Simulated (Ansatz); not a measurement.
# CH2BLiO (SMILES [Li][B]=CO): single points off equilibrium

The task here is to estimate one member of a computed series from the others.

The runs use Ansatz 0.2.0, Gaussian basis; single points in def2-TZVPP.

Correlated methods freeze the cores. The outer core shell of Li, Na, Mg and K is correlated.

## Starting geometry

6 atoms, charge 0, spin multiplicity 1.

Atoms are counted from 1 here; the program's logs count them from 0.

Bond lengths: Li1–B2 1.924 Å, B2–C3 1.400 Å, C3–O4 1.354 Å, C3–H5 1.227 Å, O4–H6 0.876 Å. Angles: Li1–B2–C3 176.9°, B2–C3–O4 146.0°, B2–C3–H5 106.5°, O4–C3–H5 107.4°, C3–O4–H6 106.8°.

Coordinates:

```mol
CH2BLiO
  3D, bonds by distance, orders not assigned

  6  5  0  0  0  0  0  0  0  0999 V2000
   -1.8266    2.2917    0.2826 Li  0  0
   -0.5070    0.8983    0.1406 B   0  0
    0.3983   -0.1624    0.0152 C   0  0
    0.5576   -1.4735   -0.2815 O   0  0
    1.4929    0.2722    0.3600 H   0  0
   -0.2376   -1.7889   -0.4711 H   0  0
  1  2  8  0
  2  3  8  0
  3  4  8  0
  3  5  8  0
  4  6  8  0
M  END
```

The first run:

The input, run/in.yaml:

```yaml
crystal:
  periodic: [false, false, false]
  atoms:
    - {symbol: Li, position_ang: [-1.826600, 2.291700, 0.282600]}
    - {symbol: B, position_ang: [-0.507000, 0.898300, 0.140600]}
    - {symbol: C, position_ang: [0.398300, -0.162400, 0.015200]}
    - {symbol: O, position_ang: [0.557600, -1.473500, -0.281500]}
    - {symbol: H, position_ang: [1.492900, 0.272200, 0.360000]}
    - {symbol: H, position_ang: [-0.237600, -1.788900, -0.471100]}
basis:
  gaussian: {orbitals: def2-TZVPP}
correlation: {method: ccsd_t}
output: {forces: true}
```

No record of the launch command was kept for these runs.

Among the steps run: CCSD(T)/def2-TZVPP; PBE0-D4/def2-TZVPP; wB97M-V/def2-TZVPP; r2SCAN-D4/def2-TZVPP; PBE-D4/def2-TZVPP; CAM-B3LYP-D4/def2-TZVPP; r2SCAN0-D4/def2-TZVPP.

One of the session's tables, all rows but one given; the rest of the session is left out.

| method | RMS force component (eV/Å) | angle to CCSD(T) forces (°) | dipole (D) |
| --- | --- | --- | --- |
| CCSD(T) | 2.188 | reference | 6.81 |
| PBE0-D4 | 2.169 | 5.6 | 6.46 |
| wB97M-V | 2.177 | 6.2 | 6.68 |
| r2SCAN-D4 | ? | ? | ? |
| PBE-D4 | 2.277 | 5.5 | 6.03 |
| CAM-B3LYP-D4 | 2.190 | 7.3 | 6.69 |
| r2SCAN0-D4 | 2.116 | 7.2 | 6.64 |

Estimate the missing values for r2SCAN-D4.

**Answer.** RMS force component (eV/Å): 2.182; angle to CCSD(T) forces (°): 4.4; dipole (D): 6.34. In the column «RMS force component (eV/Å)» it lies between wB97M-V (2.177) and CCSD(T) (2.188).
